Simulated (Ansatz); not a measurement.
# BrF (bromine fluoride) at CCSDTQ/STO-3G

What is the energy change on altering one bond length of BrF (bromine fluoride) at CCSDTQ/STO-3G? 

Program for the calculation: Ansatz 0.2.0.

44 further runs of the same task are left out: 6 that didn't finish, 38 set aside as unsound or not needed.

**1. The structure to begin with**

BrF has 2 atoms, charge 0, and is taken as a singlet. As SMILES, `FBr`. The shape is that of a PBE0-D4/def2-TZVP optimisation.

Bond lengths: F1–Br2 1.754 Å.

**2. The energy at CCSDTQ/STO-3G**

Input file job.yaml:

```yaml
crystal:
  periodic: [false, false, false]
  atoms:
    - symbol: F
      position_ang: [-0.000000, -0.000000, 0.023210]
    - symbol: Br
      position_ang: [0.000000, 0.000000, 1.776730]
basis:
  gaussian:
    orbitals: STO-3G
accuracy: high
correlation:
  method: ccsdtq
  frozen_orbitals: {Br: 9, F: 1}
scf:
  omitted_lower_state_checks: [cluster_reference, increment]
```

Started as:

```
$ ansatz run job.yaml --threads 1 --pin off --max-ram 3480MiB --events-out events.jsonl --progress --plain --runs-dir runs
```

Output (excerpt; [...] marks lines left out):

```text
Warning: RAYON_NUM_THREADS=1 ignored (pool sized by the plan → 1); use --threads N
Functional definition: HF
  name "HF"
[...]
296 factors; integrals over basis functions are off by at most 8.4e-9 eV
[...]
mean field -71909.78596323 eV, -2642.6358919451 hartree, gradient 1.6e-8 eV, S^2 0.000000; 0 other end points of the search recorded, 0 dependent functions left out
10 core orbitals not correlated: weight in the atoms' cores, before any rotation towards them, 1.000 or more for the frozen orbitals, at most 0.000 for the correlated occupied ones
reference -71909.78596323 eV, -2642.6358919451 hartree; 12, 12 occupied and 1, 1 virtual orbitals, 296 factors
second order -0.82077003 eV of doubles, -0.00000000 eV of singles
cycle   1  -1.07841300 eV  change   -2.6e-1 eV  update   5.0e-2
[...]
cycle  16  -1.24928790 eV  change  -9.7e-10 eV  update  6.1e-10
Total energy: -71911.03525113 eV, -2642.6818024285 hartree
Checks for a lower state left out: cluster_reference, increment
```

It took 6.9 s on 1 thread of Intel Xeon 6975P-C (Granite Rapids), shared host; peak memory 0.16 GiB.

**3. The distorted shape**

Input file job.yaml:

```yaml
crystal:
  periodic: [false, false, false]
  atoms:
    - {symbol: F, position_ang: [-0.000000, -0.000000, -0.415170]}
    - {symbol: Br, position_ang: [0.000000, 0.000000, 1.776730]}
basis:
  gaussian:
    orbitals: STO-3G
correlation:
  method: ccsdtq
  frozen_orbitals: {Br: 9, F: 1}
accuracy: high
scf:
  omitted_lower_state_checks: [cluster_reference, increment]
```

Started as:

```
$ ansatz run job.yaml --threads 1 --pin off --max-ram 3480MiB --events-out events.jsonl --progress --plain --runs-dir runs
```

Output (excerpt; [...] marks lines left out):

```text
Warning: RAYON_NUM_THREADS=1 ignored (pool sized by the plan → 1); use --threads N
[... 2 set-up lines as earlier in the session ...]
[...]
285 factors; integrals over basis functions are off by at most 2.6e-8 eV
[...]
mean field -71907.57711588 eV, -2642.5547183024 hartree, gradient 9.2e-8 eV, S^2 0.000000; 0 other end points of the search recorded, 0 dependent functions left out; unrestricted orbitals would lower it
10 core orbitals not correlated: weight in the atoms' cores, before any rotation towards them, 1.000 or more for the frozen orbitals, at most 0.000 for the correlated occupied ones
reference -71907.57711588 eV, -2642.5547183024 hartree; 12, 12 occupied and 1, 1 virtual orbitals, 285 factors
second order -1.73980676 eV of doubles, -0.00000000 eV of singles
cycle   1  -1.94111933 eV  change   -7.1e-1 eV  update   1.1e-1
[...]
cycle  19  -2.92251535 eV  change   3.7e-11 eV  update  2.4e-10
WARN: these amplitudes may be one of several solutions (largest doubles amplitude 0.43, level shift 5.79 eV)
Total energy: -71910.49963124 eV, -2642.6621187607 hartree
Checks for a lower state left out: cluster_reference, increment
```

Wall time 6.9 s (1 thread of Intel Xeon 6975P-C (Granite Rapids), shared host); peak memory 0.15 GiB.

**4. What came out**

Level: CCSDTQ/STO-3G, 10 core orbitals frozen.

```
                                                          quantity           value
                                         first shape: total energy  -2642.68180 Eh
         first shape: correlation energy (10 core orbitals frozen)       -45.9 mEh
                                        first shape: T1 diagnostic           0.004
                                     distorted shape: total energy  -2642.66212 Eh
     distorted shape: correlation energy (10 core orbitals frozen)      -107.4 mEh
                                    distorted shape: T1 diagnostic           0.006
energy change with the F1–Br2 bond stretched from 1.754 to 2.192 Å        0.536 eV
```

In words: With the F1–Br2 bond stretched from 1.754 to 2.192 Å the energy rises by 0.54 eV (51.7 kJ/mol). The first shape isn't relaxed at this level, so the change isn't measured from a minimum. The minimal basis adds a large error of its own. The restricted solution (distorted shape) is unstable to spin breaking: an unrestricted one lies lower.
